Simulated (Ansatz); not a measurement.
# CH₃Cl₃SZr: one species, many methods

One table from this session's results is given with a row withheld; the runs are named, their logs left out.

Program: Ansatz 0.2.0, Gaussian basis. Level of theory: functionals in def2-TZVPP, the program's frozen cores in correlated methods. These are calculated values, not measurements.

Plan: LDA (SPW92), PBE-D4, revPBE-D4, BLYP-D4, r2SCAN-D4, B97M-V, PBE0-D4, B3LYP-D4, r2SCANh-D4, r2SCAN0-D4, HSE06-D4, BHLYP-D4, CAM-B3LYP-D4, LC-ωPBE, ωB97X-V, ωB97M-V, B2PLYP, PBE-QIDH; CCSD(T)/def2-SVP; MP2/def2-TZVPP; MP2/def2-QZVPP; RPA on PBE.

## The geometry

All runs share one geometry, relaxed beforehand with PBE0-D4 in a triple-zeta def2 set. Zr takes the def2 core potential; no spin-orbit term is included.

SMILES `C[S][Zr]([Cl])([Cl])[Cl]`, 9 atoms, charge 0, spin multiplicity 1.

Atoms are counted from 1 here; the program's logs count them from 0.

Bond lengths: C1–S2 1.826 Å, C1–H7 1.089 Å, C1–H8 1.099 Å, C1–H9 1.089 Å, S2–Zr3 2.381 Å, Zr3–Cl4 2.336 Å, Zr3–Cl5 2.319 Å, Zr3–Cl6 2.336 Å. Angles: S2–C1–H7 108.7°, S2–C1–H8 114.1°, S2–C1–H9 108.7°, H7–C1–H8 107.2°, H7–C1–H9 110.9°, H8–C1–H9 107.2°, C1–S2–Zr3 88.1°, S2–Zr3–Cl4 109.0°, S2–Zr3–Cl5 106.4°, S2–Zr3–Cl6 109.0°, Cl4–Zr3–Cl5 111.1°, Cl4–Zr3–Cl6 110.1°, Cl5–Zr3–Cl6 111.1°.

Coordinates:

```xyz
9

C    -0.0682   -1.2510    0.9119
S     1.4004   -0.8221   -0.0848
Zr    0.2143    1.0886   -0.8670
Cl   -1.7245    0.3848   -1.9646
Cl    1.6418    2.1966   -2.3203
Cl   -0.3423    2.4376    0.9576
H     0.2139   -1.2626    1.9632
H    -0.9040   -0.5444    0.8074
H    -0.4315   -2.2275    0.5966
```

Set-up of the first run:

in.yaml

```yaml
crystal:
  periodic: [false, false, false]
  atoms:
    - {symbol: C, position_ang: [-0.068189, -1.250968, 0.911929]}
    - {symbol: S, position_ang: [1.400380, -0.822099, -0.084833]}
    - {symbol: Zr, position_ang: [0.214316, 1.088619, -0.866977]}
    - {symbol: Cl, position_ang: [-1.724464, 0.384787, -1.964577]}
    - {symbol: Cl, position_ang: [1.641808, 2.196562, -2.320300]}
    - {symbol: Cl, position_ang: [-0.342319, 2.437604, 0.957592]}
    - {symbol: H, position_ang: [0.213909, -1.262647, 1.963187]}
    - {symbol: H, position_ang: [-0.903983, -0.544407, 0.807381]}
    - {symbol: H, position_ang: [-0.431468, -2.227452, 0.596589]}
basis:
  gaussian: {orbitals: def2-TZVPP}
hamiltonian: {xc: lda}
output: {orbitals: {seedname: orbitals}}
```

Launch:

```console
$ ansatz run in.yaml --threads 4 --pin off --events-out ev --progress --plain --max-ram 11315MiB
```

Steps of the session up to this table: LDA; PBE-D4 (GGA); revPBE-D4 (GGA); BLYP-D4 (GGA); r2SCAN-D4 (meta-GGA); B97M-V (meta-GGA); B3LYP-D4 (hybrid); r2SCANh-D4 (hybrid); r2SCAN0-D4 (hybrid); HSE06-D4 (hybrid); BHLYP-D4 (hybrid); CAM-B3LYP-D4 (range-separated); LC-ωPBE (range-separated); ωB97X-V (range-separated); ωB97M-V (range-separated); B2PLYP (double hybrid); PBE-QIDH (double hybrid).

One table of the session follows, with a row left open; its other results are not shown here.

It belongs to the step «Orbital energies across the functionals». 

| functional | HOMO (eV) | LUMO (eV) | gap (eV) |
| --- | --- | --- | --- |
| LDA (SPW92) | -6.78 | -3.51 | 3.27 |
| PBE-D4 | -6.65 | -3.29 | 3.36 |
| revPBE-D4 | -6.59 | -3.21 | 3.38 |
| BLYP-D4 | -6.47 | -3.14 | 3.34 |
| r2SCAN-D4 | -6.93 | -3.17 | 3.76 |
| B97M-V | -7.00 | -3.12 | 3.88 |
| PBE0-D4 | -7.83 | -2.51 | 5.33 |
| B3LYP-D4 | -7.59 | -2.68 | 4.90 |
| r2SCANh-D4 | -7.36 | -2.87 | 4.49 |
| r2SCAN0-D4 | -8.02 | -2.42 | 5.60 |
| HSE06-D4 | ? | ? | ? |
| BHLYP-D4 | -8.86 | -1.52 | 7.34 |
| CAM-B3LYP-D4 | -9.10 | -1.41 | 7.69 |
| LC-ωPBE | -10.48 | -0.34 | 10.14 |
| ωB97X-V | -10.12 | -0.40 | 9.73 |
| ωB97M-V | -9.95 | -0.44 | 9.51 |

Q: Estimate the row for HSE06-D4 from the others.

As computed: HOMO (eV): -7.44; LUMO (eV): -2.88; gap (eV): 4.56. In the column «HOMO (eV)» it lies between B3LYP-D4 (-7.59) and r2SCANh-D4 (-7.36).
